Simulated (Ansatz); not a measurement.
# CH5B2FO, SMILES BOC(B)F: a rigid torsion scan

Computed with the Python package of Ansatz (0.2.0).

Script `torsion_ch5b2fo.py`:
```python
'''Energy of CH5B2FO as one group turns about a bond.'''

from dataclasses import dataclass

import ansatz as az
from ase import Atoms


@dataclass(frozen=True)
class RunConfig:
    basis_set: str = '6-31G*'
    functional: str = 'r2scan0'
    fmax: float = 0.02


cfg = RunConfig()


def main() -> None:
    atoms = Atoms(['B', 'O', 'C', 'B', 'F', 'H', 'H', 'H', 'H', 'H'], positions=[
        [-1.1214, 1.3079, 0.7539],
        [-0.296, 0.1745, 0.8768],
        [0.2119, -0.1437, -0.399],
        [1.0809, -1.5225, -0.2723],
        [1.1555, 0.814, -0.8088],
        [-0.7297, 2.4557, 0.8836],
        [-2.2944, 1.211, 0.5231],
        [-0.5091, -0.2576, -1.1669],
        [0.4201, -2.4884, 0.0923],
        [2.1652, -1.602, -0.4797],
    ])

    # relax first, so that the scan starts from a minimum
    first = (
        az.Crystal.molecule_from_ase(atoms).calculation()
        .basis(gaussian=cfg.basis_set)
        .functional(cfg.functional)
        .relax(force_tolerance=cfg.fmax, max_steps=80)
    )
    atoms.positions = first.run(threads=1).report['positions_ang']

    start = atoms.get_dihedral(3, 2, 1, 0)
    energies = {}
    for turn in range(0, 360, 40):
        turned = atoms.copy()
        turned.set_dihedral(3, 2, 1, 0, start + turn, indices=[0, 1, 5, 6])
        setup = az.Crystal.molecule_from_ase(turned).calculation()
        setup = setup.basis(gaussian=cfg.basis_set).functional(cfg.functional)
        energies[round((start + turn) % 360)] = setup.run(threads=1).report['free_energy_ev']
    floor = min(energies.values())
    print('dihedral B3-C2-O1-B0 (deg)   E - E(min) (kcal/mol)')
    for angle, e in sorted(energies.items()):
        print(f'{angle:8d} {23.060548 * (e - floor):14.3f}  ' + '#' * int(30 * (e - floor) / max(max(energies.values()) - floor, 1e-9)))


if __name__ == '__main__':
    main()
```

Running `python torsion_ch5b2fo.py` prints:
```text
dihedral B3-C2-O1-B0 (deg)   E - E(min) (kcal/mol)
      22          4.114  ##################
      62          1.683  #######
     102          1.449  ######
     142          1.832  ########
     182          0.546  ##
     222          0.000
     262          0.454  #
     302          3.764  ################
     342          6.822  ##############################
```

The scan is rigid and the energies are electronic, in a modest basis. With rigid groups the curve can differ much from the relaxed path, the start wasn't checked as a minimum of this torsion, and equivalent turns needn't return to the same energy. The whole script took 2.7 min on 1 thread of Intel(R) Xeon(R) Platinum 8259CL CPU @ 2.50GHz (Skylake/Cascade Lake), on a shared host, peak memory 0.26 GiB.
